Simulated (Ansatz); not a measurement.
# Two structures of Ta: comparison of enthalpies under pressure in Python

One table from this session's results is given with a row withheld; the runs are named, their logs left out.

Computed with the Python package of Ansatz 0.2.0. Level of theory: DFT LDA, plane waves, PAW.

## The structure

Ta P6_3/mmc: The structure is hexagonal, space group P6_3/mmc (No. 194). The conventional cell has a = 2.900 Å, b = 2.900 Å, c = 5.166 Å, α = 90.00°, β = 90.00°, γ = 120.00°. Ta (site symmetry -6m2) has 12 Ta at 2.90 to 3.08 Å as nearest neighbours.

Ta Im-3m: Symmetry: Im-3m, No. 229, cubic system. Conventional cell: a = 3.303 Å, b = 3.303 Å, c = 3.303 Å, α = 90.00°, β = 90.00°, γ = 90.00°. Around Ta (site symmetry m-3m) lie 8 Ta at 2.86 Å.

The script holds or builds the structure itself.

The first run:

Contents of transition_ta.py:

```python
import warnings

import ansatz as az
import numpy as np
import pandas as pd

CUTOFF = 470
XC = "lda"
K_SPACING = 0.39
OCCUPATIONS = "gaussian"
SIGMA = 0.1

PHASES = {
    "P6_3/mmc": (
        [(2.900372, 0.0, 0.0), (-1.450186, 2.511796, 0.0), (0.0, 0.0, 5.166274)],
        [
            ("Ta", (2 / 3, 1 / 3, 0.75)),
            ("Ta", (1 / 3, 2 / 3, 0.25)),
        ],
    ),
    "Im-3m": (
        [(-1.65128, 1.65128, 1.65128), (1.65128, -1.65128, 1.65128), (1.65128, 1.65128, -1.65128)],
        [
            ("Ta", (0.0, 0.0, 0.0)),
        ],
    ),
}


def build(vectors, sites):
    crystal = az.Crystal(lattice=az.Lattice.of(vectors))
    for symbol, position in sites:
        crystal = crystal.atom(symbol, position)
    return crystal


def ground_state(name, crystal, pressure=0.0):
    calc = (
        crystal.calculation()
        .eigensolver("davidson")
        .basis(CUTOFF)
        .functional(XC)
        .scf(lower_state_search="light")
        .kpoints(spacing=K_SPACING)
        .occupations(OCCUPATIONS, width=SIGMA)
    )
    calc = calc.relax(force_tolerance=0.02, max_steps=40, cell=True, pressure=pressure)
    return calc.run(threads=1)


def volume_per_atom(outcome):
    return abs(np.linalg.det(outcome.lattice.cell_ang)) / len(outcome.lattice.sites)

warnings.simplefilter("ignore", az.DeckWarning)

phases = {name: build(*cell) for name, cell in PHASES.items()}

pressures = [0, 10, 20, 30]
enthalpy, volume = {name: [] for name in phases}, {name: [] for name in phases}
for p in pressures:
    for name, crystal in phases.items():
        o = ground_state(name, crystal, pressure=p)
        volume[name].append(volume_per_atom(o))
        enthalpy[name].append(o.report["energy_sigma0_ev"] / len(o.lattice.sites) + p * volume[name][-1] / 160.21766)
gap = np.array(enthalpy["Im-3m"]) - np.array(enthalpy["P6_3/mmc"])
rows = [(p, va, vb, 1000 * d) for p, va, vb, d in zip(pressures, volume["P6_3/mmc"], volume["Im-3m"], gap)]
print(pd.DataFrame(rows, columns=["P (GPa)", "V P6_3/mmc (A^3/atom)", "V Im-3m (A^3/atom)", "H(Im-3m) - H(P6_3/mmc) (meV/atom)"]).round(4).to_string(index=False))
crossings = [p0 - g0 * (p1 - p0) / (g1 - g0) for p0, p1, g0, g1 in zip(pressures, pressures[1:], gap, gap[1:]) if g0 * g1 < 0]
print("crossing near", [round(float(p), 1) for p in crossings], "GPa") if crossings else print("no crossing in this range")
```

Command:

```
$ python transition_ta.py
```

Among the steps run: Launch.

One of the session's tables, all rows but one given; the rest of the session is left out.

Enthalpy H = E + pV of the second structure less the first:

| pressure (GPa) | ΔH (meV/atom) |
| --- | --- |
| 0 | -342.4 |
| 10 | -360.3 |
| 20 | ? |
| 30 | -385.4 |

**Question.** Estimate the row for pressure (GPa) = 20.

Worked estimate for «ΔH (meV/atom)». A straight line through the neighbours (10, -360.3) and (30, -385.4) gives -360.3 + (-385.4 + 360.3) × (20 − 10) / (30 − 10) = -372.9; a parabola fitted to 3 rows on both sides gives -374.6.

**Answer.** ΔH (meV/atom): -373.0. In «ΔH (meV/atom)» the line misses by +0.1 and the parabola by -1.6.

Caveats from the session: Notes:
- At a fixed pressure a relaxation lowers the enthalpy F + PV, while F alone can rise.
- Spin-orbit coupling, which matters for elements this heavy, is left out.
- Only these two structures are compared, at zero temperature and with their symmetry kept; either may be hypothetical, and another phase may be lower than both. Whether this is the phase that is stable at ambient conditions was not tested.
